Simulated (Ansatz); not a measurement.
# GeNH₅: functionals against CCSD(T) at one geometry

How do the functionals fare away from a minimum? The structure is a displaced guess of a reacting structure.

Computed with Ansatz 0.2.0, Gaussian basis. Level: single points in def2-TZVPP.

Cores are frozen in the correlated methods. Filled d shells of the heavier atoms are correlated.

**1. Where the work starts**

7 atoms, charge 0, spin multiplicity 1.

Atoms are counted from 1 here; the program's logs count them from 0.

Bond lengths: Ge1–H2 1.660 Å, Ge1–H4 1.756 Å, Ge1–H5 1.627 Å, N3–H6 0.992 Å, N3–H7 1.043 Å. Angles: H2–Ge1–H4 54.6°, H2–Ge1–H5 77.1°, H4–Ge1–H5 86.4°, H6–N3–H7 112.4°.

Coordinates:

```
Ge   -0.0711   -0.9263    1.1905
H    -0.3643    0.2030    0.0090
N     0.3721   -0.1731   -1.0514
H    -1.4065    0.2142    1.1819
H     0.8612    0.3266    1.6461
H     0.9425    0.6261   -1.1958
H    -0.3552   -0.2817   -1.7912
```

**2. CCSD(T)/def2-TZVPP**

run/in.yaml reads:

```yaml
crystal:
  periodic: [false, false, false]
  atoms:
    - {symbol: Ge, position_ang: [-0.071100, -0.926300, 1.190500]}
    - {symbol: H, position_ang: [-0.364300, 0.203000, 0.009000]}
    - {symbol: N, position_ang: [0.372100, -0.173100, -1.051400]}
    - {symbol: H, position_ang: [-1.406500, 0.214200, 1.181900]}
    - {symbol: H, position_ang: [0.861200, 0.326600, 1.646100]}
    - {symbol: H, position_ang: [0.942500, 0.626100, -1.195800]}
    - {symbol: H, position_ang: [-0.355200, -0.281700, -1.791200]}
basis:
  gaussian: {orbitals: def2-TZVPP}
correlation: {method: ccsd_t}
output: {forces: true}
```

No record of the launch command was kept for these runs.

**3. PBE0-D4/def2-TZVPP**

Edit run/in.yaml of step 2 so:

```diff
@@ -12,3 +12,3 @@
   gaussian: {orbitals: def2-TZVPP}
-correlation: {method: ccsd_t}
-output: {forces: true}
+hamiltonian: {xc: pbe0, dispersion: d4}
+output: {forces: true, orbitals: {seedname: orbitals}}
```

**4. wB97M-V/def2-TZVPP**

Edit run/in.yaml of step 3 so:

```diff
@@ -12,3 +12,3 @@
   gaussian: {orbitals: def2-TZVPP}
-hamiltonian: {xc: pbe0, dispersion: d4}
-output: {forces: true, orbitals: {seedname: orbitals}}
+hamiltonian: {xc: {name: wB97M-V}}
+output: {forces: true}
```

**5. r2SCAN-D4/def2-TZVPP**

Edit run/in.yaml of step 4 so:

```diff
@@ -12,3 +12,3 @@
   gaussian: {orbitals: def2-TZVPP}
-hamiltonian: {xc: {name: wB97M-V}}
+hamiltonian: {xc: r2scan, dispersion: d4}
 output: {forces: true}
```

**6. PBE-D4/def2-TZVPP**

Edit run/in.yaml of step 5 so:

```diff
@@ -12,3 +12,3 @@
   gaussian: {orbitals: def2-TZVPP}
-hamiltonian: {xc: r2scan, dispersion: d4}
+hamiltonian: {xc: pbe, dispersion: d4}
 output: {forces: true}
```

**7. wB97X-V/def2-TZVPP**

Edit run/in.yaml of step 6 so:

```diff
@@ -12,3 +12,3 @@
   gaussian: {orbitals: def2-TZVPP}
-hamiltonian: {xc: pbe, dispersion: d4}
+hamiltonian: {xc: {name: wB97X-V}}
 output: {forces: true}
```

**8. r2SCANh-D4/def2-TZVPP**

Edit run/in.yaml of step 7 so:

```diff
@@ -12,3 +12,3 @@
   gaussian: {orbitals: def2-TZVPP}
-hamiltonian: {xc: {name: wB97X-V}}
+hamiltonian: {xc: {name: r2SCANh}, dispersion: d4}
 output: {forces: true}
```

(Steps that only read results are left out.)

What does the calculation give? Wanted: energy less free atoms, CCSD(T)/def2-TZVPP; RMS force component; RMS force error; HOMO and LUMO, PBE0-D4; T1 diagnostic.

The runs gave:

| quantity | value |
| --- | --- |
| energy less free atoms, CCSD(T)/def2-TZVPP | -399.4 kcal/mol |
| RMS force component | 1.342 to 1.546 eV/Å over the methods |
| RMS force error | PBE0-D4 0.082, wB97M-V 0.072, r2SCAN-D4 0.143, PBE-D4 0.253, wB97X-V 0.087, r2SCANh-D4 0.109 eV/Å |
| HOMO and LUMO, PBE0-D4 | -6.58 and -1.62 eV |
| T1 diagnostic | 0.013 |

What this shows: Against CCSD(T) the functionals' energies less atoms differ by -22.0 to -7.3 kcal/mol, PBE-D4 by -22.0 kcal/mol. CCSD(T) in triple zeta still lacks some correlation energy of the bonds, so part of these gaps is its own basis error and they don't rank the functionals. On forces the order runs from wB97M-V to PBE-D4. Frozen-core CCSD(T) forces in triple zeta carry basis errors of their own, and this is one geometry, so small gaps rank nothing.
